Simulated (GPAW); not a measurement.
# VAu (R-3m) in GPAW: reference runs

Reference runs on VAu: the cell as given.

Everything below comes from runs of GPAW 26.7.0. Logs are shortened: lines on timing, memory, paths and dates and some standing lists are left out, and cuts for length are marked. The log counts tension as positive stress, the text compression.

## (1) Starting point

It takes space group R-3m (No. 166, trigonal). Conventional cell: a = 2.821 Å, b = 2.821 Å, c = 13.833 Å, α = 90.00°, β = 90.00°, γ = 120.00°. Around Au (site symmetry -3m) lie 6 Au at 2.82 Å and 6 V at 2.82 Å. V (site symmetry -3m) has 6 V at 2.82 Å and 6 Au at 2.82 Å as nearest neighbours.

The cell comes from a database or a generator and needn't be the stable form of this composition.

## (2) Single point, PBE, collinear spin, ferromagnetic start

The input, run.py:

```python
from ase import Atoms
from ase.dft.bandgap import bandgap
from ase.io import write
from ase.units import Bohr, GPa
from gpaw import GPAW, PW
from gpaw.elf import elf_from_dft_calculation

atoms = Atoms(['Au', 'V'],
              cell=[[1.4104010158, 0.8142954061, 4.6110877943],
                    [-1.4104010158, 0.8142954061, 4.6110877943],
                    [0.0, -1.6285908123, 4.6110877943]],
              scaled_positions=[[0.0, 0.0, 0.0],
                                [0.5, 0.5, 0.5]],
              pbc=True)
atoms.set_initial_magnetic_moments([0.0, 2.0])

calc = GPAW(mode=PW(600),
            xc='PBE',
            kpts={'size': (11, 11, 11), 'gamma': True},
            occupations={'name': 'fermi-dirac', 'width': 0.05},
            nbands=24,
            convergence={'density': 1e-05, 'energy': 1e-05},
            maxiter=150,
            txt='gpaw.txt')
atoms.calc = calc
energy = atoms.get_potential_energy()
forces = atoms.get_forces()
stress = atoms.get_stress()
calc.write('gs.gpw')
write('result.traj', atoms)
print(f'Energy: {energy:.6f} eV')
print('Forces (eV/A):')
print(forces.round(4))
print('Stress (GPa):', (stress / GPa).round(3))
print('Moments:', calc.get_magnetic_moments().round(3))
print('Fermi level:', round(calc.get_fermi_level(), 4), 'eV')
print(f'Gap: {bandgap(calc)[0]:.4f} eV, direct: {bandgap(calc, direct=True)[0]:.4f} eV')

# fields on the real-space grid
write('density.cube', atoms, data=calc.get_pseudo_density() * Bohr**3)
write('potential.cube', atoms, data=calc.get_electrostatic_potential())
write('spin.cube', atoms, data=(calc.get_pseudo_density(spin=0) - calc.get_pseudo_density(spin=1)) * Bohr**3)
write('elf.cube', atoms, data=elf_from_dft_calculation(calc).data)
```

Potentials or basis: GPAW PAW data sets (gpaw-data 1.2.1), pw.

Started as:

```bash
> OMP_NUM_THREADS=1 python run.py
```

gpaw.txt:

```text
__  _  _
 | _ |_)|_||  |
 |__||  | ||/\| - 26.7.0

Input parameters:
  mode=PW(ecut=600.0),
  convergence={'density': 1e-05, 'energy': 1e-05},
  kpts=MonkhorstPack(size=(11, 11, 11), gamma=True),
  maxiter=150,
  nbands=24,
  occupations=Occupations(name='fermi-dirac', width=0.05),
  xc=XC(name='PBE')

Diagonalizing LCAO Hamiltonian
Converting LCAO to pw mode

       V

       Au

Atoms  # Å, Bohr magnetons
|   | symbol |        x |         y |        z |    initial magnetic moments |
|---|--------|----------|-----------|----------|-----------------------------|
| 0 |     Au | 0.000000 |  0.000000 | 0.000000 | ( 0.0000,  0.0000,  0.0000) |
| 1 |      V | 0.000000 | -0.000000 | 6.916632 | ( 0.0000,  0.0000,  2.0000) |

Unit cell  # Å
| periodic |         x |         y |        z |  lengths |    angles |
|----------|-----------|-----------|----------|----------|-----------|
|      yes |  1.410401 |  0.814295 | 4.611088 | 4.890239 | 33.525753 |
|      yes | -1.410401 |  0.814295 | 4.611088 | 4.890239 | 33.525753 |
|      yes |  0.000000 | -1.628591 | 4.611088 | 4.890239 | 33.525753 |

Number of symmetries: 12
Symmetry operations  # r_c * U_cc + t_c -> r_c
|    | kind |            matrix            |
|----|------|------------------------------|
|  0 |  E   |  1, 0, 0,  0, 1, 0,  0, 0, 1 |
|  1 |  σ   |  1, 0, 0,  0, 0, 1,  0, 1, 0 |
|  2 |  σ   |  0, 1, 0,  1, 0, 0,  0, 0, 1 |
|  3 |  C3  |  0, 1, 0,  0, 0, 1,  1, 0, 0 |
|  4 |  C3  |  0, 0, 1,  1, 0, 0,  0, 1, 0 |
|  5 |  σ   |  0, 0, 1,  0, 1, 0,  1, 0, 0 |
|  6 |  C2  |  0, 0,-1,  0,-1, 0, -1, 0, 0 |
|  7 |  S6  |  0, 0,-1, -1, 0, 0,  0,-1, 0 |
|  8 |  S6  |  0,-1, 0,  0, 0,-1, -1, 0, 0 |
|  9 |  C2  |  0,-1, 0, -1, 0, 0,  0, 0,-1 |
| 10 |  C2  | -1, 0, 0,  0, 0,-1,  0,-1, 0 |
| 11 |  i   | -1, 0, 0,  0,-1, 0,  0, 0,-1 |

BZ-sampling:
  Number of BZ points: 1331
  Number of IBZ points: 146

  Monkhorst-Pack size: [11, 11, 11]
  Monkhorst-Pack shift: [0, 0, 0]

K-points  # in reciprocal-cell coordinates
|     |                                coordinates |     weight |
|-----|--------------------------------------------|------------|
|   0 | (  0.00000000,   0.00000000,   0.00000000) | 0.00075131 |
|   1 | (  0.09090909,   0.00000000,  -0.09090909) | 0.00450789 |
|   2 | (  0.09090909,   0.00000000,   0.00000000) | 0.00450789 |
|   3 | (  0.09090909,   0.09090909,  -0.09090909) | 0.00450789 |
|   4 | (  0.09090909,   0.09090909,   0.00000000) | 0.00450789 |
|   5 | (  0.09090909,   0.09090909,   0.09090909) | 0.00150263 |
|   6 | (  0.18181818,  -0.09090909,  -0.09090909) | 0.00450789 |
|   7 | (  0.18181818,   0.00000000,  -0.18181818) | 0.00450789 |
|   8 | (  0.18181818,   0.00000000,  -0.09090909) | 0.00901578 |
|   9 | (  0.18181818,   0.00000000,   0.00000000) | 0.00450789 |
| ... |                                            |            |
| 145 | (  0.45454545,   0.45454545,   0.45454545) | 0.00150263 |

Plane wave coefficients: 1075
Cutoff: 600.0 eV

Spin-components: 2 (collinear spins)
Bands:           24
Projectors:      12
Spin-degeneracy: 1
Datatype:        complex128

Parallelization:
  kpt:    1
  domain: 1
  band:   1

Density:
  Valence electrons: 24.0
  Components: 2
  Grid points: [28 28 28]
  Charge: 0.0  # |e|

Potential:
  Grid points: [28 28 28]

species:
  Au:
    name:    Gold
    Z:       79.0
    valence: 11
    core:    68
    charge:  0.0  # [|e|]
    compensation charges:
      type: gauss
      rc: 0.42  # [Å]
      lmax: 2
    cutoffs:
      filter: 2.33  # [Å]
      core: 2.81  # [Å]
    projectors
    | kind |    occ | energy [eV] | rcut [Å] |
    |------|--------|-------------|----------|
    |   6s |  1.000 |      -5.728 |    1.323 |
    |   6p |  0.000 |      -0.775 |    1.323 |
    |   5d | 10.000 |      -6.891 |    1.323 |
    |    s |        |      21.484 |    1.323 |
    |    p |        |      26.436 |    1.323 |
    |    d |        |      20.321 |    1.323 |

    Using partial waves for Au as LCAO basis

  V:
    name:    Vanadium
    Z:       23.0
    valence: 13
    core:    10
    charge:  0.0  # [|e|]
    compensation charges:
      type: gauss
      rc: 0.37  # [Å]
      lmax: 2
    cutoffs:
      filter: 2.14  # [Å]
      core: 0.96  # [Å]
    projectors
    | kind |    occ | energy [eV] | rcut [Å] |
    |------|--------|-------------|----------|
    |   3s |  2.000 |     -70.222 |    1.254 |
    |   4s |  2.000 |      -4.702 |    1.254 |
    |   3p |  6.000 |     -44.043 |    1.281 |
    |   4p |  0.000 |      -1.444 |    1.281 |
    |   3d |  3.000 |      -5.164 |    1.169 |
    |    d |        |      22.047 |    1.169 |

    Using partial waves for V as LCAO basis

Reference energy: -542418.766671  # eV

eigensolver:
  PPCG
  Converge bands: occupied
  niter=2

density mixing:
  MSR1-Mixer
  Pratt-step length: 0.05
  Maximum mixing coefficient: 0.75
  Old densities: 10
  SVD Regularization: 0.005
  Good broyden scale: 1.0
  Trust region scale: 1.0
  Backstep threshold: 4.0
  History deletion threshold: 6.0
  Fourier metric: weight=20.0, sigma=0.015

occupation numbers:
  Fermi-Dirac:
    width: 0.0500  # eV

poisson solver:
  ecut: 4800.0  # eV

xc functional:
  name: PBE with 2 nearest neighbor stencil

convergence criteria:
- Maximum integral of absolute [dens]ity change: 1e-05 electrons / valence electron
- Maximum [total energy] change in last 3 cyles: 1e-05 eV / valence electron
- Maximum integral of absolute [eigenst]ate change: 4e-08 eV^2 / valence electron
maximum number of iterations: 150

SCF iterations
|iter     | |      energy | eigst |  dens |  magmom |
|---------|-|-------------|-------|-------|---------|
|iter:   1| |  -14.486181 | +0.21 |       |  +2.0028|
|iter:   2| |  -12.122245 | -1.87 | -0.69 |  +1.9636|
|iter:   3| |  -11.517252 | -2.44 | -0.95 |  +1.8800|
|iter:   4| |  -11.196317 | -2.25 | -1.08 |  +1.7233|
|iter:   5| |  -11.185060 | -2.76 | -1.37 |  +1.5638|
|iter:   6| |  -11.194849 | -3.45 | -1.64 |  +1.4206|
|iter:   7| |  -11.218873 | -3.33 | -1.81 |  +1.1718|
|iter:   8| |  -11.240892 | -3.67 | -2.02 |  +0.8583|
|iter:   9| |  -11.266491 | -3.65 | -1.90 |  +0.3997|
|iter:  10| |  -11.280469 | -3.01 | -1.92 |  -0.0804|
|iter:  11| |  -11.281431 | -4.31 | -2.40 |  +0.0329|
|iter:  12| |  -11.281468 | -4.81 | -2.84 |  +0.0711|
|iter:  13| |  -11.281777 | -4.45 | -3.03 |  -0.0340|
|iter:  14| |  -11.281851 | -5.58 | -3.07 |  -0.0001|
|iter:  15| |  -11.281854c| -6.46 | -3.79 |  +0.0019|
|iter:  16| |  -11.281852c| -6.97 | -4.25 |  -0.0027|
|iter:  17| |  -11.281854c| -7.56c| -4.25 |  -0.0005|
|iter:  18| |  -11.281854c| -7.80c| -5.02c|  -0.0001|

Converged in 18 steps
Energy contributions relative to reference atoms: (reference = -542418.766671)

Energy contributions:
  Kinetic:         -16.765268
  Coulomb:          13.304091
  Zero:              0.340246
  External:          0.000000
  Xc:               -8.151195
  Entropy:          -0.019457
  Spinorbit:         0.000000
  ----------------------------
  Free energy:     -11.291583
  Extrapolated:    -11.281854

dipole moment: (-0.000000, 0.000000, -48.055864)  # |e|*Ang

Total magnetic moment: (0.000000, 0.000000, -0.000055)

Local magnetic moments
|        x |        y |         z |
|----------|----------|-----------|
| 0.000000 | 0.000000 |  0.000011 |  # Au   0
| 0.000000 | 0.000000 | -0.000041 |  # V    1

Fermi level: 9.733
Eigenvalues  # (at kpt = [0.000, 0.000, 0.000])
| band index |      eig [eV] | occ [0-1] |      eig [eV] | occ [0-1] |
|------------|---------------|-----------|---------------|-----------|
|          0 |       -54.643 |     1.000 |       -54.643 |     1.000 |
|        ... |               |           |               |           |
|          4 |         0.449 |     1.000 |         0.449 |     1.000 |
|          5 |         3.180 |     1.000 |         3.180 |     1.000 |
|          6 |         4.713 |     1.000 |         4.713 |     1.000 |
|          7 |         4.713 |     1.000 |         4.713 |     1.000 |
|          8 |         6.115 |     1.000 |         6.115 |     1.000 |
|          9 |         6.115 |     1.000 |         6.115 |     1.000 |
[... 8 lines left out ...]
|         18 |        26.017 |     0.000 |        26.017 |     0.000 |
|         19 |        28.870 |     0.000 |        28.870 |     0.000 |
|        ... |               |           |               |           |
|         23 |        30.315 |     0.000 |        30.315 |     0.000 |

No gap
No difference between direct/indirect transitions

Forces  # eV/Ang
|       x |       y |       z |
|---------|---------|---------|
| 0.00000 | 0.00000 | 0.00000 |  # Au   0
| 0.00000 | 0.00000 | 0.00000 |  # V    1

Stress tensor  # eV/Ang^3
|         x |        y |         z |
|-----------|----------|-----------|
|  0.003153 | 0.000000 | -0.000000 |
|  0.000000 | 0.003153 |  0.000000 |
| -0.000000 | 0.000000 | -0.006544 |

# Writing to gs.gpw (mode='')
```

Run time: 9.6 min. Hardware: 1 thread of Arm Neoverse V1, shared host; peak memory 0.34 GiB.

What came out:

```
Free energy            : -11.2916 eV
Pressure               : 0.0 GPa
Band gap on the k mesh : none (metal or under the smearing width)
Net moment             : 0.00 μB per cell
```

Caveat: with this Au data set, volumes or pressures lay over 1.5 % or 2 GPa off other programs in two to four cells of ten; the program warned that so skewed a cell can give wrong results. The run has no spin-orbit coupling, so splittings on Au are missing.
